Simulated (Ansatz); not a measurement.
# Sb: stress in a strained cell

Aim: deform Sb (zz strain of -2 %) and compute stress, forces and field gradients with LAPW, PAW and all-electron datasets made for the crystal.

Program: Ansatz 0.2.0. Level of theory: DFT PBEsol, scalar-relativistic. These are calculated values, not measurements.

2 further runs of the same task are left out: 2 set aside as unsound or not needed.

## 1. The structure to begin with

Symmetry: I4/mmm, No. 139, tetragonal system. The conventional cell has a = 3.010 Å, b = 3.010 Å, c = 4.960 Å, α = 90.00°, β = 90.00°, γ = 90.00°. Sb (site symmetry 4/mmm) has 12 Sb at 3.01 to 3.27 Å as nearest neighbours.

Coordinates:

```xyz
1
Lattice="-1.5050 1.5050 2.4800 1.5050 -1.5050 2.4800 1.5050 1.5050 -2.4800" Properties=species:S:1:pos:R:3 pbc="T T T"
Sb    0.0000    0.0000    0.0000
```

## 2. After the deformation

Space group I4/mmm before, I4/mmm after.

## 3. Full-potential LAPW

The input, input.yaml:

```yaml
crystal:
  lattice:
    - [-1.505, 1.505, 2.4304]
    - [1.505, -1.505, 2.4304]
    - [1.505, 1.505, -2.4304]
  atoms:
    - { symbol: Sb, position: [0.0, 0.0, 0.0] }
kpoints:
  mp_grid: { grid: [19, 19, 19] }
  band_path:
    path:
      - [0.0, 0.0, 0.0]
      - [0.0, 0.0, 0.5]
      - [0.25, 0.25, 0.25]
      - [0.0, 0.5, 0.0]
      - [0.0, 0.0, 0.0]
      - [0.5, 0.5, -0.5]
      - [0.3458644303, 0.6541355697, -0.3458644303]
      - [-0.3458644303, 0.3458644303, 0.3458644303]
      - [0.0, 0.0, 0.0]
    npoints: 5
scf:
  occupations: { method: fermi_dirac, width: 0.05 }
hamiltonian:
  xc: pbesol
  pseudopotentials: { kind: all_electron, lapw: { basis_error: 0.00025 } }
output:
  forces: true
  stress: true
  eigenvalues: true
```

On the command line:

```console
$ ansatz run input.yaml --threads 1 --pin off --max-ram 3072MiB --backend cpu --events-out ev --progress --plain --runs-dir out
```

## 4. Frozen-core PAW

The input, input.yaml:

```yaml
crystal:
  lattice:
    - [-1.505, 1.505, 2.4304]
    - [1.505, -1.505, 2.4304]
    - [1.505, 1.505, -2.4304]
  atoms:
    - { symbol: Sb, position: [0.0, 0.0, 0.0] }
kpoints:
  mp_grid: { grid: [19, 19, 19] }
scf:
  occupations: { method: fermi_dirac, width: 0.05 }
hamiltonian:
  xc: pbesol
  pseudopotentials: { kind: paw }
output:
  forces: true
  stress: true
  eigenvalues: true
  efg: { contact_densities: true }
  write_density: true
  write_potential: true
  elf: true
  volumetric_format: npy
```

## 5. Datasets made for this crystal

input.yaml: that of step 4 with these lines changed.

```diff
@@ -13,3 +13,3 @@
   xc: pbesol
-  pseudopotentials: { kind: paw }
+  pseudopotentials: { kind: all_electron, datasets: crystal }
 output:
@@ -19,5 +19 @@
   efg: { contact_densities: true }
-  write_density: true
-  write_potential: true
-  elf: true
-  volumetric_format: npy
```

(Steps that only read results are left out.)

Before running it: what results should come out? Wanted: pressure; largest shear or deviatoric stress.

The runs gave:

| quantity | value |
| --- | --- |
| pressure | LAPW 17.68, PAW 17.66, crystal datasets 17.68 GPa |
| largest shear or deviatoric stress (LAPW) | 0.46 GPa |

**Reading.** Against the undeformed cell the largest change of stress is +3.42 GPa, in the zz component. PAW: stress within 0.02 GPa of LAPW. Crystal datasets: stress within 0.01 GPa of LAPW. Spin-orbit coupling is left out, though the cell holds Sb; in elements this heavy it can shift bands and gaps by tenths of an eV.
